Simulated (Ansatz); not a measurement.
**CH9BSi2: how energies converge with the basis set**

How large a basis does CH9BSi2 need? Two functionals are run in growing sets.

Program: Ansatz 0.2.0, Gaussian basis. Level of theory: one geometry, several basis sets. These are calculated values, not measurements.

The runs, in order: PBE0-D4/def2-SVP; ωB97M-V/def2-SVP; PBE0-D4/def2-QZVPP; ωB97M-V/def2-QZVPP; the functionals' def2-TZVPP values are taken from earlier runs.

### Step 1. Structure used throughout

The geometry comes from an earlier relaxation with PBE0-D4 in a triple-zeta def2 set; it is a stationary point, not always the lowest conformer.

SMILES `BC[SiH2][SiH3]`, 13 atoms, charge 0, spin multiplicity 1.

Atoms are counted from 1 here; the program's logs count them from 0.

Bond lengths: B1–C2 1.530 Å, B1–H5 1.199 Å, B1–H6 1.198 Å, C2–Si3 1.908 Å, C2–H7 1.093 Å, C2–H8 1.093 Å, Si3–Si4 2.343 Å, Si3–H9 1.489 Å, Si3–H10 1.488 Å, Si4–H11 1.488 Å, Si4–H12 1.488 Å, Si4–H13 1.488 Å. Angles: C2–B1–H5 120.3°, C2–B1–H6 121.0°, H5–B1–H6 118.5°, B1–C2–Si3 104.1°, B1–C2–H7 115.1°, B1–C2–H8 116.1°, Si3–C2–H7 104.5°, Si3–C2–H8 104.5°, H7–C2–H8 110.9°, C2–Si3–Si4 112.7°, C2–Si3–H9 108.0°, C2–Si3–H10 109.7°, Si4–Si3–H9 109.2°, Si4–Si3–H10 109.1°, H9–Si3–H10 108.1°, Si3–Si4–H11 110.3°, Si3–Si4–H12 110.0°, Si3–Si4–H13 110.6° and more.

### Step 2. PBE0-D4 in def2-SVP

Contents of in.yaml:

```yaml
crystal:
  periodic: [false, false, false]
  atoms:
    - {symbol: B, position_ang: [-1.568717, 0.479482, 0.879063]}
    - {symbol: C, position_ang: [-0.672210, -0.702585, 1.252972]}
    - {symbol: Si, position_ang: [0.998511, -0.297111, 0.425441]}
    - {symbol: Si, position_ang: [0.766252, 0.331341, -1.819216]}
    - {symbol: H, position_ang: [-2.205011, 0.457606, -0.136843]}
    - {symbol: H, position_ang: [-1.584665, 1.476666, 1.542858]}
    - {symbol: H, position_ang: [-0.965442, -1.662928, 0.820311]}
    - {symbol: H, position_ang: [-0.434079, -0.809563, 2.314433]}
    - {symbol: H, position_ang: [1.857499, -1.510654, 0.506964]}
    - {symbol: H, position_ang: [1.675717, 0.798622, 1.170269]}
    - {symbol: H, position_ang: [-0.005232, -0.699051, -2.565990]}
    - {symbol: H, position_ang: [2.107277, 0.472225, -2.448949]}
    - {symbol: H, position_ang: [0.050601, 1.631251, -1.926514]}
basis:
  gaussian: {orbitals: def2-SVP}
hamiltonian: {xc: pbe0, dispersion: d4}
output: {orbitals: {seedname: orbitals}}
```

The run is started by

```console
$ ansatz run in.yaml --threads 4 --pin off --events-out ev --progress --plain --max-ram 10444MiB
```

Further steps of the session: ωB97M-V in def2-SVP; PBE0-D4 in def2-QZVPP; ωB97M-V in def2-QZVPP.

**Question.** What will the summary of the whole plan be? Wanted: PBE0-D4: double and triple zeta above quadruple; ωB97M-V: double and triple zeta above quadruple.

The runs gave:

| quantity | value |
| --- | --- |
| PBE0-D4: double and triple zeta above quadruple | 8.14, 0.65 eV |
| ωB97M-V: double and triple zeta above quadruple | 8.34, 0.61 eV |

For PBE0-D4 the step from double to triple zeta gains 7.50 eV and the next only 0.65 eV. Total energies overstate the basis error of differences, where much of it tends to cancel.
